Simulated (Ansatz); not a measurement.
# CH7FGe2: up Jacob's ladder to CCSD(T)

The task here is to estimate one member of a computed series from the others.

Computed with Ansatz 0.2.0, Gaussian basis. Level: functionals in def2-TZVPP, the program's frozen cores in correlated methods.

The runs, in order: PBE-D4, r2SCAN-D4, PBE0-D4, B3LYP-D4, ωB97X-V, ωB97M-V, B2PLYP; CCSD(T)/def2-TZVPP; MP2/def2-QZVPP; extrapolation to the limit.

### Structure used throughout

All runs share one geometry, relaxed beforehand with PBE0-D4 in a triple-zeta def2 set.

11 atoms, charge 0, spin multiplicity 1.

Atoms are counted from 1 here; the program's logs count them from 0.

Bond lengths: F1–Ge2 1.748 Å, Ge2–C3 1.935 Å, Ge2–H5 1.537 Å, Ge2–H6 1.537 Å, C3–Ge4 1.960 Å, C3–H7 1.092 Å, C3–H8 1.092 Å, Ge4–H9 1.538 Å, Ge4–H10 1.538 Å, Ge4–H11 1.537 Å. Angles: F1–Ge2–C3 107.1°, F1–Ge2–H5 105.6°, F1–Ge2–H6 105.6°, C3–Ge2–H5 112.9°, C3–Ge2–H6 112.9°, H5–Ge2–H6 112.1°, Ge2–C3–Ge4 114.2°, Ge2–C3–H7 108.5°, Ge2–C3–H8 108.4°, Ge4–C3–H7 108.8°, Ge4–C3–H8 108.8°, H7–C3–H8 107.9°, C3–Ge4–H9 109.9°, C3–Ge4–H10 109.8°, C3–Ge4–H11 109.9°, H9–Ge4–H10 108.8°, H9–Ge4–H11 109.2°, H10–Ge4–H11 109.2°.

The first run:

Contents of in.yaml:

```yaml
crystal:
  periodic: [false, false, false]
  atoms:
    - {symbol: F, position_ang: [-2.420164, 1.774410, -0.551073]}
    - {symbol: Ge, position_ang: [-0.781400, 1.411262, -0.063409]}
    - {symbol: C, position_ang: [-0.543322, -0.500227, -0.251517]}
    - {symbol: Ge, position_ang: [1.237758, -1.142785, 0.254415]}
    - {symbol: H, position_ang: [0.120642, 2.221371, -1.008023]}
    - {symbol: H, position_ang: [-0.668424, 1.886812, 1.393781]}
    - {symbol: H, position_ang: [-0.732987, -0.771626, -1.292378]}
    - {symbol: H, position_ang: [-1.288300, -1.004019, 0.368372]}
    - {symbol: H, position_ang: [2.305959, -0.463652, -0.619900]}
    - {symbol: H, position_ang: [1.515716, -0.803529, 1.728923]}
    - {symbol: H, position_ang: [1.319722, -2.665015, 0.061507]}
basis:
  gaussian: {orbitals: def2-TZVPP}
hamiltonian: {xc: pbe, dispersion: d4}
output: {forces: true, orbitals: {seedname: orbitals}}
```

The run is started by

```console
$ ansatz run in.yaml --threads 2 --pin off --events-out ev --progress --plain --max-ram 31744MiB --backend cpu
```

Among the steps run: PBE-D4 (GGA); r2SCAN-D4 (meta-GGA); PBE0-D4 (hybrid); B3LYP-D4 (hybrid); ωB97X-V (range-separated); ωB97M-V (range-separated); B2PLYP (double hybrid); CCSD(T) in def2-TZVPP; MP2 in def2-QZVPP.

One table of the session follows, with a row left open; its other results are not shown here.

```
            method  atomisation energy (kJ/mol)
            PBE-D4                       3421.1
         r2SCAN-D4                       3433.9
           PBE0-D4                            ?
          B3LYP-D4                       3403.3
           ωB97X-V                       3452.4
           ωB97M-V                       3410.7
            B2PLYP                       3383.6
     HF/def2-TZVPP                       2539.0
    MP2/def2-TZVPP                       3394.0
   CCSD/def2-TZVPP                       3350.8
CCSD(T)/def2-TZVPP                       3390.9
           MP2/CBS                       3455.2
       CCSD(T)/CBS                       3452.0
```

**Question.** Estimate the row for PBE0-D4.

**Answer.** atomisation energy (kJ/mol): 3391.7. In the column «atomisation energy (kJ/mol)» it lies between CCSD(T)/def2-TZVPP (3390.9) and MP2/def2-TZVPP (3394.0).

Limits of these values: Free atoms (1 F, 2 Ge, 1 C, 7 H) were run apart at each level; the atomisation energy is their sum less the molecule, without zero-point or spin-orbit terms.
